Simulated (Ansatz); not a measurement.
**CHGaP+ (triplet): wave-function methods side by side, cc-pVTZ**

One table from this session's results is given with a row withheld; the runs are named, their logs left out.

Program: Ansatz 0.2.0, Gaussian basis. Level of theory: cc-pVTZ, core rule «outside noble gas», up to 20 orbitals frozen. These are calculated values, not measurements.

To be run: UHF; CCSD(T) on ROHF; CCSD(T) on UHF; BCCD(T) on ROHF; CCSDT(Q) on ROHF; CCSDT(Q) on UHF.

6 further runs of the same task are left out: 1 that didn't finish, 5 set aside as unsound or not needed. Runs told in other sessions of the task aren't counted.

**What is computed**

The geometry is a PBE0/def2-TZVP stationary point (not a proven minimum) of the parent state, kept for this charge and spin. No spin-orbit coupling is included. The filled d shell of Ga may be among the frozen orbitals whatever the setting's name suggests.

4 atoms, charge 1, spin multiplicity 3.

Atoms are counted from 1 here; the program's logs count them from 0.

Bond lengths: C1–P2 1.776 Å, C1–Ga3 1.986 Å, C1–H4 1.090 Å, P2–Ga3 2.355 Å. Angles: P2–C1–Ga3 77.3°, P2–C1–H4 132.5°, Ga3–C1–H4 119.0°, C1–P2–Ga3 55.3°, C1–Ga3–P2 47.4°.

Set-up of the first run:

File in.yaml:

```yaml
crystal:
  periodic: [false, false, false]
  atoms:
    - {symbol: C, position_ang: [-0.128658, 1.202292, 0.703925]}
    - {symbol: P, position_ang: [0.017018, -0.364809, 1.527579]}
    - {symbol: Ga, position_ang: [0.007389, -0.075306, -0.810008]}
    - {symbol: H, position_ang: [0.499012, 2.093070, 0.701104]}
basis:
  gaussian: {orbitals: cc-pVTZ}
total_charge: 1
magnetization: {spin_polarized: true, initial_magnetization: 2}
hamiltonian: {xc: hf}
output: {orbitals: {seedname: orbitals}}
```

Run with:

```sh
> ansatz run in.yaml --threads 1 --pin off --events-out ev --progress --plain --max-ram 4096MiB --backend cpu
```

Among the steps run: UHF; CCSD(T) on ROHF; CCSD(T) on UHF; BCCD(T) on ROHF; CCSDT(Q) on ROHF; CCSDT(Q) on UHF.

One of the session's tables, all rows but one given; the rest of the session is left out.

It belongs to the step «Misses and costs». 

| method | from RCCSDT(Q) (meV) |
| --- | --- |
| ROHF | +10218.2 |
| UHF | +9752.7 |
| RMP2 | +1208.1 |
| UMP2 | +1867.3 |
| RCCSD | +731.5 |
| UCCSD | +724.8 |
| RCCSD(T) | +80.9 |
| UCCSD(T) | ? |
| BCCD(T) | +80.4 |
| RCCSDT | +66.2 |
| UCCSDT | +50.6 |
| RCCSDT(Q) | 0 |
| UCCSDT(Q) | -19.4 |

Estimate the missing values for UCCSD(T).

As computed: from RCCSDT(Q) (meV): +117.5. In the column «from RCCSDT(Q) (meV)» it lies between RCCSD(T) (+80.9) and UCCSD (+724.8).

To keep in mind: The determinant of HF (⟨S²⟩ 2.56) is far from a pure spin state, so its energy mixes those of several spin states; that is harmless only where they are near-degenerate. Warnings: spin contamination; coupled cluster took another determinant than the lowest. Restricted and unrestricted rows rest on different reference determinants; a gap between their highest levels can come from leftover correlation error, from unlike frozen cores or from another state.
